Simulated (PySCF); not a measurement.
# C₂H₆O₃Si: magnetic properties

Aim: compute the magnetic properties of C₂H₆O₃Si (`O=COCO[SiH3]`).

Computed with PySCF 2.14.0 and routines of our own; the level stands in each step. Atoms count from 0.

## (1) The starting structure

12 atoms, charge 0, multiplicity 1; geometry from: GFN2-xTB.

## (2) Magnetic properties: GIAO B97-2/pcSseg-1

Job settings and geometry (Å):

```
{"job": {"kind": "mag", "xc": "B97-2", "basis": "pcSseg-1", "isotopologues": 2}, "charge": 0, "multiplicity": 1}
O     -2.063830     0.244476     1.288888
C     -1.753956     0.745868     0.254261
O     -1.004092     0.206932    -0.704316
C     -0.430958    -1.066944    -0.444776
O      0.811779    -0.974096     0.111653
Si     1.788875     0.335606     0.161934
H     -2.065253     1.750741    -0.076729
H     -0.371655    -1.565064    -1.421728
H     -1.087686    -1.629371     0.233904
H      2.929108    -0.306863     0.790083
H      1.201619     1.410099     0.965795
H      2.047247     0.847931    -1.184997
```

With the program's defaults for keys left out, this is: GIAO B97-2/pcSseg-1 magnetisability, rotational g tensor and spin-rotation constants, non-relativistic, gas phase.

Command:

```console
$ OMP_NUM_THREADS=1 python excited_run.py task.json out
```

One launch serves the whole session: the jobs run in the order shown.

What it wrote:

```text
coarse grid: 10776 points
cycle   1  E = -594.5959179204  dE =  9.938e-01  |g| = 1.071e+00  |ddm| = 3.033e+00
cycle   2  E = -594.1015328714  dE =  4.944e-01  |g| = 1.930e+00  |ddm| = 1.827e+00
cycle   3  E = -594.7800792141  dE = -6.785e-01  |g| = 3.358e-01  |ddm| = 1.361e+00
cycle   4  E = -594.7995342508  dE = -1.946e-02  |g| = 9.730e-02  |ddm| = 2.412e-01
cycle   5  E = -594.8011113651  dE = -1.577e-03  |g| = 1.580e-02  |ddm| = 5.694e-02
cycle   6  E = -594.8011583320  dE = -4.697e-05  |g| = 5.501e-03  |ddm| = 1.441e-02
cycle   7  E = -594.8011649294  dE = -6.597e-06  |g| = 9.694e-04  |ddm| = 4.335e-03
final grid: 100200 points
cycle   8  E = -594.8680231346  dE = -3.840e-05  |g| = 7.707e-03  |ddm| = 1.982e-02
cycle   9  E = -594.8680129390  dE =  1.020e-05  |g| = 1.074e-02  |ddm| = 1.010e-02
cycle  10  E = -594.8680317613  dE = -1.882e-05  |g| = 1.205e-03  |ddm| = 6.340e-03
cycle  11  E = -594.8680319451  dE = -1.838e-07  |g| = 6.734e-04  |ddm| = 9.726e-04
cycle  12  E = -594.8680320254  dE = -8.034e-08  |g| = 1.061e-04  |ddm| = 4.078e-04
cycle  13  E = -594.8680320276  dE = -2.163e-09  |g| = 2.227e-05  |ddm| = 9.047e-05
cycle  14  E = -594.8680320277  dE = -8.663e-11  |g| = 7.715e-06  |ddm| = 1.986e-05
converged SCF energy = -594.8680320277

Magnetisability tensor (1e-30 J/T^2)
     -892.80      -76.87      -68.07
      -76.87     -796.65      -35.43
      -68.07      -35.43     -751.20
isotropic -813.55   principal values    -963.16   -754.17   -723.32
isotropic susceptibility -48.993 1e-6 cm^3/mol

Inertial axes            a          b          c
rot. const./GHz      5.6490     1.8082     1.6674
chi total           -51.915    -50.856    -44.208
chi diamagnetic    -301.642   -725.953   -783.729
chi paramagnetic    249.727    675.096    739.522
quadrupole/D A       -1.651      5.303     -3.653
g nuclear            0.5987     0.5486     0.5553
g electronic        -0.6627    -0.5735    -0.5793
g total             -0.0640    -0.0249    -0.0240

Spin-rotation constants (kHz, H = +C I.J)
atom  isotope        aa         bb         cc
  6     1H       -0.336     -0.043     -0.007
  7     1H       -0.530      0.049     -0.110
  8     1H       -0.216     -0.138      0.013
  9     1H       -0.029     -0.173     -0.054
 10     1H       -0.259      0.018     -0.164
 11     1H       -0.447     -0.162      0.063
  0    17O*      -1.832     -0.612     -0.903
  1    13C*       2.084      0.728      0.498
  2    17O*      -0.927     -0.352     -0.623
  3    13C*       1.286      0.435      0.414
  4    17O*      -0.551     -0.144     -0.130
  5   29Si*      -3.159     -1.002     -0.998
* in the singly substituted isotopologue

Isotopologues: g along a, b, c
2H    at 6,7,8,9,10,11     -0.0536    -0.0231    -0.0216
18O   at 0                 -0.0629    -0.0238    -0.0234
```

It took 25 s on 1 thread of Arm Neoverse N1, shared host; peak memory 0.69 GiB.

In short:

```
              quantity                      value
       magnetisability            -814·10⁻³⁰ J/T²
  molar susceptibility         -49.0·10⁻⁶ cm³/mol
rotational g (a, b, c)  -0.0640, -0.0249, -0.0240
```

## (3) Magnetic properties: GIAO PW91/6-31G*

Settings changed since step 2:

```diff
@@ -1,2 +1,2 @@
-{"job": {"kind": "mag", "xc": "B97-2", "basis": "pcSseg-1", "isotopologues": 2}, "charge": 0, "multiplicity": 1}
+{"job": {"kind": "mag", "xc": "PW91", "basis": "6-31G*"}, "charge": 0, "multiplicity": 1}
 O     -2.063830     0.244476     1.288888
```

Level: GIAO PW91/6-31G* magnetisability, rotational g tensor and spin-rotation constants, non-relativistic, gas phase.

What it wrote:

```text
coarse grid: 10776 points
cycle   1  E = -594.6811604707  dE =  9.844e-01  |g| = 1.146e+00  |ddm| = 3.332e+00
cycle   2  E = -593.4190503565  dE =  1.262e+00  |g| = 2.709e+00  |ddm| = 3.361e+00
cycle   3  E = -594.8616346769  dE = -1.443e+00  |g| = 5.779e-01  |ddm| = 2.820e+00
cycle   4  E = -594.9216844443  dE = -6.005e-02  |g| = 2.006e-01  |ddm| = 5.743e-01
cycle   5  E = -594.9289479276  dE = -7.263e-03  |g| = 4.503e-02  |ddm| = 1.706e-01
cycle   6  E = -594.9293633114  dE = -4.154e-04  |g| = 1.861e-02  |ddm| = 5.744e-02
cycle   7  E = -594.9294324241  dE = -6.911e-05  |g| = 6.102e-03  |ddm| = 1.869e-02
cycle   8  E = -594.9294395528  dE = -7.129e-06  |g| = 1.440e-03  |ddm| = 5.321e-03
final grid: 100200 points
cycle   9  E = -594.8485292556  dE = -5.286e-07  |g| = 1.260e-02  |ddm| = 2.395e-02
cycle  10  E = -594.8484208580  dE =  1.084e-04  |g| = 2.698e-02  |ddm| = 2.480e-02
cycle  11  E = -594.8485556888  dE = -1.348e-04  |g| = 4.701e-03  |ddm| = 1.852e-02
cycle  12  E = -594.8485599345  dE = -4.246e-06  |g| = 6.715e-04  |ddm| = 3.640e-03
cycle  13  E = -594.8485600332  dE = -9.866e-08  |g| = 1.372e-04  |ddm| = 7.228e-04
cycle  14  E = -594.8485600370  dE = -3.860e-09  |g| = 4.483e-05  |ddm| = 1.463e-04
cycle  15  E = -594.8485600374  dE = -3.856e-10  |g| = 1.357e-05  |ddm| = 4.511e-05
converged SCF energy = -594.8485600374

Magnetisability tensor (1e-30 J/T^2)
     -874.20      -80.23      -64.66
      -80.23     -775.89      -35.18
      -64.66      -35.18     -736.94
isotropic -795.68   principal values    -945.16   -730.99   -710.88
isotropic susceptibility -47.917 1e-6 cm^3/mol

Inertial axes            a          b          c
rot. const./GHz      5.6490     1.8082     1.6674
chi total           -50.807    -49.721    -43.223
chi diamagnetic    -300.227   -724.052   -782.601
chi paramagnetic    249.421    674.331    739.378
quadrupole/D A       -1.537      4.591     -3.054
g nuclear            0.5987     0.5486     0.5553
g electronic        -0.6619    -0.5728    -0.5792
g total             -0.0632    -0.0242    -0.0239

Spin-rotation constants (kHz, H = +C I.J)
atom  isotope        aa         bb         cc
  6     1H       -0.350     -0.049     -0.008
  7     1H       -0.550      0.046     -0.116
  8     1H       -0.222     -0.143      0.009
  9     1H       -0.032     -0.175     -0.054
 10     1H       -0.257      0.017     -0.162
 11     1H       -0.444     -0.162      0.064
  0    17O*      -1.629     -0.548     -0.827
  1    13C*       1.882      0.656      0.453
  2    17O*      -0.913     -0.347     -0.584
  3    13C*       1.196      0.405      0.397
  4    17O*      -0.568     -0.158     -0.128
  5   29Si*      -3.012     -0.957     -0.958
* in the singly substituted isotopologue
```

It took 23 s on 1 thread of Arm Neoverse N1, shared host; peak memory 0.53 GiB.

From this job:

```
              quantity                      value
       magnetisability            -796·10⁻³⁰ J/T²
  molar susceptibility         -47.9·10⁻⁶ cm³/mol
rotational g (a, b, c)  -0.0632, -0.0242, -0.0239
```

## (4) Magnetic properties: GIAO B97-D/6-311G**

Settings changed since step 3:

```diff
@@ -1,2 +1,2 @@
-{"job": {"kind": "mag", "xc": "PW91", "basis": "6-31G*"}, "charge": 0, "multiplicity": 1}
+{"job": {"kind": "mag", "xc": "B97-D", "basis": "6-311G**"}, "charge": 0, "multiplicity": 1}
 O     -2.063830     0.244476     1.288888
```

Method: GIAO B97-D/6-311G** magnetisability, rotational g tensor and spin-rotation constants, non-relativistic, gas phase.

What it wrote:

```text
coarse grid: 10776 points
cycle   1  E = -594.5809396944  dE =  9.762e-01  |g| = 1.246e+00  |ddm| = 2.745e+00
cycle   2  E = -593.2550219885  dE =  1.326e+00  |g| = 2.811e+00  |ddm| = 3.054e+00
cycle   3  E = -594.7789591311  dE = -1.524e+00  |g| = 6.100e-01  |ddm| = 2.613e+00
cycle   4  E = -594.8422121060  dE = -6.325e-02  |g| = 2.410e-01  |ddm| = 4.866e-01
cycle   5  E = -594.8521851514  dE = -9.973e-03  |g| = 4.665e-02  |ddm| = 1.549e-01
cycle   6  E = -594.8525668620  dE = -3.817e-04  |g| = 2.258e-02  |ddm| = 5.123e-02
cycle   7  E = -594.8526669732  dE = -1.001e-04  |g| = 6.626e-03  |ddm| = 1.817e-02
cycle   8  E = -594.8526741847  dE = -7.211e-06  |g| = 2.196e-03  |ddm| = 4.996e-03
final grid: 100200 points
cycle   9  E = -594.8895095421  dE = -1.058e-04  |g| = 9.650e-03  |ddm| = 2.544e-02
cycle  10  E = -594.8894652325  dE =  4.431e-05  |g| = 1.743e-02  |ddm| = 1.435e-02
cycle  11  E = -594.8895186800  dE = -5.345e-05  |g| = 5.684e-03  |ddm| = 1.199e-02
cycle  12  E = -594.8895239744  dE = -5.294e-06  |g| = 1.961e-03  |ddm| = 3.992e-03
cycle  13  E = -594.8895246030  dE = -6.286e-07  |g| = 4.859e-04  |ddm| = 1.240e-03
cycle  14  E = -594.8895246498  dE = -4.682e-08  |g| = 9.483e-05  |ddm| = 4.408e-04
cycle  15  E = -594.8895246514  dE = -1.520e-09  |g| = 3.940e-05  |ddm| = 9.059e-05
cycle  16  E = -594.8895246516  dE = -2.772e-10  |g| = 8.652e-06  |ddm| = 3.016e-05
converged SCF energy = -594.8895246516

Magnetisability tensor (1e-30 J/T^2)
     -868.02      -76.31      -64.50
      -76.31     -775.16      -35.50
      -64.50      -35.50     -736.09
isotropic -793.09   principal values    -937.79   -732.28   -709.20
isotropic susceptibility -47.761 1e-6 cm^3/mol

Inertial axes            a          b          c
rot. const./GHz      5.6490     1.8082     1.6674
chi total           -50.486    -49.630    -43.167
chi diamagnetic    -301.243   -725.226   -783.448
chi paramagnetic    250.757    675.597    740.281
quadrupole/D A       -1.532      4.866     -3.334
g nuclear            0.5987     0.5486     0.5553
g electronic        -0.6655    -0.5739    -0.5799
g total             -0.0668    -0.0253    -0.0246

Spin-rotation constants (kHz, H = +C I.J)
atom  isotope        aa         bb         cc
  6     1H       -0.336     -0.043     -0.006
  7     1H       -0.538      0.050     -0.110
  8     1H       -0.210     -0.139      0.016
  9     1H       -0.022     -0.173     -0.053
 10     1H       -0.253      0.019     -0.163
 11     1H       -0.444     -0.161      0.066
  0    17O*      -1.775     -0.596     -0.868
  1    13C*       2.030      0.709      0.484
  2    17O*      -0.989     -0.369     -0.622
  3    13C*       1.290      0.438      0.420
  4    17O*      -0.582     -0.160     -0.134
  5   29Si*      -3.191     -1.011     -1.010
* in the singly substituted isotopologue
```

Run time: 36 s. Hardware: 1 thread of Arm Neoverse N1, shared host; peak memory 0.5 GiB.

In short:

```
              quantity                      value
       magnetisability            -793·10⁻³⁰ J/T²
  molar susceptibility         -47.8·10⁻⁶ cm³/mol
rotational g (a, b, c)  -0.0668, -0.0253, -0.0246
```

## (5) Magnetic properties side by side

```
              level  ξ (10⁻³⁰ J/T²)     g(a)     g(b)  gap (eV)  functions  time
GIAO B97-2/pcSseg-1            -814  -0.0640  -0.0249      7.91        139  25 s
   GIAO PW91/6-31G*            -796  -0.0632  -0.0242      5.56        100  23 s
GIAO B97-D/6-311G**            -793  -0.0668  -0.0253      5.64        152  36 s
```

## (6) Outcome

```
                                            quantity                      value
       magnetisability (step 2, GIAO B97-2/pcSseg-1)            -814·10⁻³⁰ J/T²
  molar susceptibility (step 2, GIAO B97-2/pcSseg-1)         -49.0·10⁻⁶ cm³/mol
rotational g (a, b, c) (step 2, GIAO B97-2/pcSseg-1)  -0.0640, -0.0249, -0.0240
                     magnetisability over the levels    -814 to -793·10⁻³⁰ J/T²
```

The magnetisability spreads by 2.6 % over 3 levels, from GIAO B97-2/pcSseg-1 (25 s) to GIAO B97-D/6-311G** (36 s); the runs took 23 s to 36 s. Vibrational averaging and real surroundings are missing from these values.
